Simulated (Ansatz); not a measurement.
This session for a relaxation of cell and ions of Bi₂Te₃, space group R-3m with Ansatz 0.2.0 through its Python package holds a mistake.

At the Python prompt:
```pycon
>>> import json
>>> import ansatz
>>> from ase import Atoms
>>> from ase.neighborlist import neighbor_list
>>> import matplotlib.pyplot as plt
>>> import numpy as np
>>> MESH = (5, 5, 5)
>>> SMEARING = "fixed"
>>> FMAX = 0.005
>>> def edges_and_angles(cell):
...     cell = np.asarray(cell)
...     a, b, c = np.linalg.norm(cell, axis=1)
...     cosines = cell[1] @ cell[2] / (b * c), cell[0] @ cell[2] / (a * c), cell[0] @ cell[1] / (a * b)
...     return (a, b, c, *np.degrees(np.arccos(cosines)))
...
>>> structure = (
...     ansatz.Lattice.from_parameters(4.386, 4.386, 30.497, alpha=90, beta=90, gamma=120)
...     .space_group(166)
...     .atom("Bi", (2 / 3, 1 / 3, 0.733333))
...     .atom("Te", (0.0, 0.0, 0.0))
...     .atom("Te", (1 / 3, 2 / 3, 0.876167))
...     .primitive()
... )
>>> # a pressure is positive in compression
>>> calc = structure.calculation()
>>> calc = calc.kpoints(*MESH).occupations(SMEARING)
>>> calc = calc.relax(force_tolerance=FMAX, pressure=30)
>>> result = calc.run(threads=1, events_out="events.ndjson")
DeckWarning: basis.ecutwfc = 420 eV, auto-derived from the records' recommended cutoffs: set by Bi (normal level)
RunWarning: iter 1: σ=0 fill of 39 bands saw a band overlap (occupied 14.9319 eV > unoccupied 14.7749 eV) — on an unconverged iterate often a transient of an unconverged empty band; one that stands at the close is told there (band_overlap_at_count); if the run fails to converge, the spectrum is likely genuinely [...]
RunWarning: a fill by count may have filled part of one level: at k-index 0 the highest filled band, 15.502024 eV, and the lowest empty band, 15.502024 eV, stand 5.329e-15 eV apart, within the solve's uncertainty, 7.071e-6 eV. If they are one level, whatever splits it, however little, can move the result. A smearing [...]
RunWarning: the bands overlap at the fill by count (39 filled at each k-point of a channel): the highest filled level, 15.502024 eV at k-index 0, stands 0.9849 eV over the lowest empty one, 14.517134 eV at k-index 16, so that a fill of the lowest levels lies lower and no gap is reported. A metal, or a carrier in a [...]
>>> with open("events.ndjson") as stream:
...     events = [json.loads(line) for line in stream]
...
>>> steps = [e["data"] for e in events if e["event"] == "relax_step"]
>>> rep = result.report
>>> rep["n_iterations"], rep["closed_by"]
(6, 'deck_thresholds')
>>> for s in steps:
...     flag = "" if s["accepted"] else "  (rejected)"
...     print("step %2d  E = %.5f eV  largest force component = %.4f eV/A%s" % (s["step"], s["lagrangian_ev"], s["allowed_force_max_ev_ang"], flag))
...
step  1  E = -45734.10985 eV  largest force component = 0.0405 eV/A
step  2  E = -45733.08333 eV  largest force component = 0.9943 eV/A
step  3  E = -45730.80812 eV  largest force component = 0.7029 eV/A
step  4  E = -45730.47075 eV  largest force component = 0.1725 eV/A
step  5  E = -45730.64709 eV  largest force component = 0.0196 eV/A
step  6  E = -45730.61984 eV  largest force component = 0.0007 eV/A
step  7  E = -45730.61322 eV  largest force component = 0.0013 eV/A
>>> first, last = steps[0], steps[-1]
>>> symbols = [site.symbol for site in result.lattice.sites]
>>> print(f"energy gained {first['lagrangian_ev'] - last['lagrangian_ev']:.4f} eV in {len(steps) - 1} steps")
energy gained -3.4966 eV in 6 steps
>>> for label, vectors in (("before", first["cell_ang"]), ("after", result.lattice.cell_ang)):
...     print(label, "a b c (A) {:.4f} {:.4f} {:.4f}  angles {:.2f} {:.2f} {:.2f}".format(*edges_and_angles(vectors)), f" V = {abs(np.linalg.det(vectors)):.3f} A^3")
...
before a b c (A) 10.4763 10.4763 10.4763  angles 24.17 24.17 24.17  V = 169.357 A^3
after a b c (A) 9.8267 9.8267 9.8267  angles 22.74 22.74 22.74  V = 124.447 A^3
>>> print("final stress xx yy zz (GPa, compression positive):", np.round(np.diag(rep["stress_gpa"]), 3) + 0.0)
final stress xx yy zz (GPa, compression positive): [29.975 29.975 29.994]
>>> print("relaxed fractional positions")
relaxed fractional positions
>>> for site in result.lattice.sites:
...     print(f"  {site.symbol:2s}", " ".join(f"{v % 1:8.5f}" for v in np.round(site.position_frac, 5)))
...
  Bi  0.40135  0.40135  0.40135
  Bi  0.59865  0.59865  0.59865
  Te  0.00000  0.00000  0.00000
  Te  0.20217  0.20217  0.20217
  Te  0.79783  0.79783  0.79783
>>> fig, (top, bottom) = plt.subplots(2, 1, sharex=True, figsize=(4.5, 4))
>>> top.plot([s["lagrangian_ev"] - last["lagrangian_ev"] for s in steps], "o-")
[<matplotlib.lines.Line2D object at 0x...>]
>>> top.set_ylabel("E - E(final) (eV)")
Text(0, 0.5, 'E - E(final) (eV)')
>>> bottom.semilogy([max(s["allowed_force_max_ev_ang"], 1e-6) for s in steps], "s-")
[<matplotlib.lines.Line2D object at 0x...>]
>>> bottom.set(xlabel="step", ylabel="largest force (eV/A)")
[Text(0.5, 0, 'step'), Text(0, 0.5, 'largest force (eV/A)')]
>>> fig.tight_layout()
>>> fig.savefig("relax.png", dpi=100)
>>> change = np.array(last["positions_ang"]) @ np.linalg.inv(last["cell_ang"]) - np.array(first["positions_ang"]) @ np.linalg.inv(first["cell_ang"])
>>> moved = np.linalg.norm(change @ np.array(last["cell_ang"]), axis=1)
>>> print("displacement within the cell, strain taken out (A):", " ".join(f"{s}:{d:.3f}" for s, d in zip(symbols, moved)))
displacement within the cell, strain taken out (A): Bi:0.039 Bi:0.039 Te:0.000 Te:0.210 Te:0.210
>>> final = Atoms(symbols, positions=last["positions_ang"], cell=result.lattice.cell_ang, pbc=True)
>>> i, j, d = neighbor_list("ijd", final, 4.5)
>>> print("neighbours within 1.1 times the shortest distance of each atom (A)")
neighbours within 1.1 times the shortest distance of each atom (A)
>>> for atom in range(len(final)):
...     near = [m for m in np.argsort(d) if i[m] == atom]
...     shell = [m for m in near if d[m] < 1.1 * d[near[0]]]
...     print(f"{symbols[atom]}{atom} ({len(shell)}):", ", ".join(f"{symbols[j[m]]} {d[m]:.3f}" for m in shell))
...
Bi0 (6): Te 2.879, Te 2.879, Te 2.879, Te 2.970, Te 2.970, Te 2.970
Bi1 (6): Te 2.879, Te 2.879, Te 2.879, Te 2.970, Te 2.970, Te 2.970
Te2 (6): Bi 2.970, Bi 2.970, Bi 2.970, Bi 2.970, Bi 2.970, Bi 2.970
Te3 (6): Bi 2.879, Bi 2.879, Bi 2.879, Te 3.027, Te 3.027, Te 3.027
Te4 (6): Bi 2.879, Bi 2.879, Bi 2.879, Te 3.027, Te 3.027, Te 3.027
>>> print("%-22s %14.5f eV" % ("F = E - TS", rep["free_energy_ev"]))
F = E - TS               -45730.61322 eV
>>> print("%-22s %14.5f eV" % ("E", rep["internal_energy_ev"]))
E                        -45730.61322 eV
>>> print("%-22s %14.5f eV" % ("Harris-Foulkes", rep["harris_foulkes_ev"]))
Harris-Foulkes           -45730.61322 eV
>>> print("%-22s %14.5f eV" % ("Fermi level", rep["fermi_energy_ev"]))
Fermi level                  15.50202 eV
>>> terms = rep["components"]
>>> {name: round(terms[name], 3) for name in ("e_kinetic", "e_hartree", "e_xc", "e_local", "e_nonlocal")}
{'e_kinetic': 1171.04, 'e_hartree': 2898.468, 'e_xc': -688.763, 'e_local': -5454.788, 'e_nonlocal': 193.13}
>>> print("doubts on the final state:", rep["published_state_doubts"] or "none")
doubts on the final state: ['band_overlap_at_count', 'unresolved_pair_at_count']
>>> print("warnings:", sorted({n["data"]["kind"] for n in result.notices if n["data"].get("severity") in ("warning", "doubt")}) or "none")
warnings: ['band_overlap_at_count', 'metallic_iterate', 'unresolved_pair_at_count']
```

No error stopped it. What is wrong with the input all the same?

The fault: fixed occupations, though the bands overlap at this level of theory. Mended:

```diff
--- before
+++ after
@@
 MESH = (5, 5, 5)
-SMEARING = "fixed"
+SMEARING = "fermi_dirac"
+SIGMA = 0.05
 FMAX = 0.005
@@
 calc = structure.calculation()
-calc = calc.kpoints(*MESH).occupations(SMEARING)
+calc = calc.kpoints(*MESH).occupations(SMEARING, width=SIGMA)
 calc = calc.relax(force_tolerance=FMAX, pressure=30)
```

Typed at the interpreter:
```pycon
[earlier lines as before]
>>> SMEARING = "fermi_dirac"
>>> SIGMA = 0.05
>>> FMAX = 0.005
>>> def edges_and_angles(cell):
...     cell = np.asarray(cell)
...     a, b, c = np.linalg.norm(cell, axis=1)
...     cosines = cell[1] @ cell[2] / (b * c), cell[0] @ cell[2] / (a * c), cell[0] @ cell[1] / (a * b)
...     return (a, b, c, *np.degrees(np.arccos(cosines)))
...
>>> structure = (
...     ansatz.Lattice.from_parameters(4.386, 4.386, 30.497, alpha=90, beta=90, gamma=120)
...     .space_group(166)
...     .atom("Bi", (2 / 3, 1 / 3, 0.733333))
...     .atom("Te", (0.0, 0.0, 0.0))
...     .atom("Te", (1 / 3, 2 / 3, 0.876167))
...     .primitive()
... )
>>> # a pressure is positive in compression
>>> calc = structure.calculation()
>>> calc = calc.kpoints(*MESH).occupations(SMEARING, width=SIGMA)
>>> calc = calc.relax(force_tolerance=FMAX, pressure=30)
>>> result = calc.run(threads=1, events_out="events.ndjson")
DeckWarning: basis.ecutwfc = 420 eV, auto-derived from the records' recommended cutoffs: set by Bi (normal level)
>>> with open("events.ndjson") as stream:
...     events = [json.loads(line) for line in stream]
...
>>> steps = [e["data"] for e in events if e["event"] == "relax_step"]
>>> rep = result.report
>>> rep["n_iterations"], rep["closed_by"]
(6, 'deck_thresholds')
>>> for s in steps:
...     flag = "" if s["accepted"] else "  (rejected)"
...     print("step %2d  E = %.5f eV  largest force component = %.4f eV/A%s" % (s["step"], s["lagrangian_ev"], s["allowed_force_max_ev_ang"], flag))
...
step  1  E = -45734.10993 eV  largest force component = 0.0407 eV/A
step  2  E = -45733.08350 eV  largest force component = 0.9947 eV/A
step  3  E = -45730.81843 eV  largest force component = 0.7983 eV/A
step  4  E = -45730.30317 eV  largest force component = 0.2588 eV/A
step  5  E = -45730.18198 eV  largest force component = 0.2054 eV/A
step  6  E = -45729.54788 eV  largest force component = 0.0644 eV/A
step  7  E = -45729.21184 eV  largest force component = 0.2789 eV/A
step  8  E = -45728.90124 eV  largest force component = 0.5862 eV/A
step  9  E = -45728.91965 eV  largest force component = 2.4859 eV/A  (rejected)
step 10  E = -45729.11081 eV  largest force component = 0.2565 eV/A
[... 12 lines left out ...]
step 23  E = -45728.88990 eV  largest force component = 0.0020 eV/A
step 24  E = -45728.89448 eV  largest force component = 0.0087 eV/A
step 25  E = -45728.88843 eV  largest force component = 0.0587 eV/A
step 26  E = -45728.86706 eV  largest force component = 0.3918 eV/A
step 27  E = -45728.60758 eV  largest force component = 0.4000 eV/A
step 28  E = -45728.94218 eV  largest force component = 0.1051 eV/A
step 29  E = -45728.91976 eV  largest force component = 0.0253 eV/A
step 30  E = -45728.91374 eV  largest force component = 0.0071 eV/A
step 31  E = -45728.91246 eV  largest force component = 0.0011 eV/A
step 32  E = -45728.91225 eV  largest force component = 0.0010 eV/A
>>> first, last = steps[0], steps[-1]
>>> symbols = [site.symbol for site in result.lattice.sites]
>>> print(f"energy gained {first['lagrangian_ev'] - last['lagrangian_ev']:.4f} eV in {len(steps) - 1} steps")
energy gained -5.1977 eV in 31 steps
>>> for label, vectors in (("before", first["cell_ang"]), ("after", result.lattice.cell_ang)):
...     print(label, "a b c (A) {:.4f} {:.4f} {:.4f}  angles {:.2f} {:.2f} {:.2f}".format(*edges_and_angles(vectors)), f" V = {abs(np.linalg.det(vectors)):.3f} A^3")
...
before a b c (A) 10.4763 10.4763 10.4763  angles 24.17 24.17 24.17  V = 169.357 A^3
after a b c (A) 12.6710 12.6710 12.6710  angles 14.54 14.54 14.54  V = 111.573 A^3
>>> print("final stress xx yy zz (GPa, compression positive):", np.round(np.diag(rep["stress_gpa"]), 3) + 0.0)
final stress xx yy zz (GPa, compression positive): [29.995 29.995 29.992]
>>> print("relaxed fractional positions")
relaxed fractional positions
>>> for site in result.lattice.sites:
...     print(f"  {site.symbol:2s}", " ".join(f"{v % 1:8.5f}" for v in np.round(site.position_frac, 5)))
...
  Bi  0.39992  0.39992  0.39992
  Bi  0.60008  0.60008  0.60008
  Te  0.00000  0.00000  0.00000
  Te  0.19974  0.19974  0.19974
  Te  0.80026  0.80026  0.80026
>>> fig, (top, bottom) = plt.subplots(2, 1, sharex=True, figsize=(4.5, 4))
>>> top.plot([s["lagrangian_ev"] - last["lagrangian_ev"] for s in steps], "o-")
[<matplotlib.lines.Line2D object at 0x...>]
>>> top.set_ylabel("E - E(final) (eV)")
Text(0, 0.5, 'E - E(final) (eV)')
>>> bottom.semilogy([max(s["allowed_force_max_ev_ang"], 1e-6) for s in steps], "s-")
[<matplotlib.lines.Line2D object at 0x...>]
>>> bottom.set(xlabel="step", ylabel="largest force (eV/A)")
[Text(0.5, 0, 'step'), Text(0, 0.5, 'largest force (eV/A)')]
>>> fig.tight_layout()
>>> fig.savefig("relax.png", dpi=100)
>>> change = np.array(last["positions_ang"]) @ np.linalg.inv(last["cell_ang"]) - np.array(first["positions_ang"]) @ np.linalg.inv(first["cell_ang"])
>>> moved = np.linalg.norm(change @ np.array(last["cell_ang"]), axis=1)
>>> print("displacement within the cell, strain taken out (A):", " ".join(f"{s}:{d:.3f}" for s, d in zip(symbols, moved)))
displacement within the cell, strain taken out (A): Bi:0.003 Bi:0.003 Te:0.000 Te:0.367 Te:0.367
>>> final = Atoms(symbols, positions=last["positions_ang"], cell=result.lattice.cell_ang, pbc=True)
>>> i, j, d = neighbor_list("ijd", final, 4.5)
>>> print("neighbours within 1.1 times the shortest distance of each atom (A)")
neighbours within 1.1 times the shortest distance of each atom (A)
>>> for atom in range(len(final)):
...     near = [m for m in np.argsort(d) if i[m] == atom]
...     shell = [m for m in near if d[m] < 1.1 * d[near[0]]]
...     print(f"{symbols[atom]}{atom} ({len(shell)}):", ", ".join(f"{symbols[j[m]]} {d[m]:.3f}" for m in shell))
...
Bi0 (12): Te 3.114, Te 3.114, Te 3.114, Te 3.127, Te 3.127, Te 3.127, Bi 3.206, Bi 3.206, Bi 3.206, Bi 3.206, Bi 3.206, Bi 3.206
Bi1 (12): Te 3.114, Te 3.114, Te 3.114, Te 3.127, Te 3.127, Te 3.127, Bi 3.206, Bi 3.206, Bi 3.206, Bi 3.206, Bi 3.206, Bi 3.206
Te2 (12): Bi 3.114, Bi 3.114, Bi 3.114, Bi 3.114, Bi 3.114, Bi 3.114, Te 3.206, Te 3.206, Te 3.206, Te 3.206, Te 3.206, Te 3.206
Te3 (12): Te 3.100, Te 3.100, Te 3.100, Bi 3.127, Bi 3.127, Bi 3.127, Te 3.206, Te 3.206, Te 3.206, Te 3.206, Te 3.206, Te 3.206
Te4 (12): Te 3.100, Te 3.100, Te 3.100, Bi 3.127, Bi 3.127, Bi 3.127, Te 3.206, Te 3.206, Te 3.206, Te 3.206, Te 3.206, Te 3.206
>>> print("%-22s %14.5f eV" % ("F = E - TS", rep["free_energy_ev"]))
F = E - TS               -45728.91225 eV
>>> print("%-22s %14.5f eV" % ("E", rep["internal_energy_ev"]))
E                        -45728.88908 eV
>>> print("%-22s %14.5f eV" % ("Harris-Foulkes", rep["harris_foulkes_ev"]))
Harris-Foulkes           -45728.91225 eV
>>> print("%-22s %14.5f eV" % ("Fermi level", rep["fermi_energy_ev"]))
Fermi level                  16.66814 eV
>>> terms = rep["components"]
>>> {name: round(terms[name], 3) for name in ("e_kinetic", "e_hartree", "e_xc", "e_local", "e_nonlocal")}
{'e_kinetic': 1171.646, 'e_hartree': 2603.642, 'e_xc': -688.58, 'e_local': -4709.525, 'e_nonlocal': 191.844}
>>> print("doubts on the final state:", rep["published_state_doubts"] or "none")
doubts on the final state: none
>>> print("warnings:", sorted({n["data"]["kind"] for n in result.notices if n["data"].get("severity") in ("warning", "doubt")}) or "none")
warnings: none
```

Caveats:
- Total energies depend on the potentials; only differences at equal settings carry meaning. A total without «per atom» is that of the cell as typed.
- The energy terms are those on the plane-wave grid, with the one-centre PAW part apart; the terms shown are only some of the summands, so they needn't add up to F.
- Part of the cell is held or a pressure is applied, so the end point needn't be the zero-pressure lattice.
- At a fixed pressure a relaxation lowers the enthalpy F + PV, while F alone can rise.
- The mesh is modest for a metal, so energies can be off by several to tens of meV an atom and pressures by half a GPa or more; differences at equal mesh fare better.
- Only differences from the Fermi energy are physical; the zero of the scale is a convention.
- Energies along a relaxation are free energies. Rows at an unchanged volume are solved on a plane-wave basis chosen afresh for that cell, so the energy jumps there and such rows are no steps of the walk.
- Edges and angles are those of the cell as typed, here a primitive one, not of the conventional cell.
- Symmetry holds the cell in this phase, whether or not it is the stable one at this pressure.
- Spin-orbit coupling, which matters for elements this heavy, is left out.
- No functional is typed, so the default, PBE, holds.
- The structure is a deposited one; some such entries were measured under pressure or heat, so a shift against it needn't be the functional's error alone.
- Warnings are shown shortened and without file and line.
- Timing: 3 min on 1 thread of Arm Neoverse V2 (shared host), peak memory 0.61 GiB.

(Lines on the test bed's own set-up are left out of the output.)
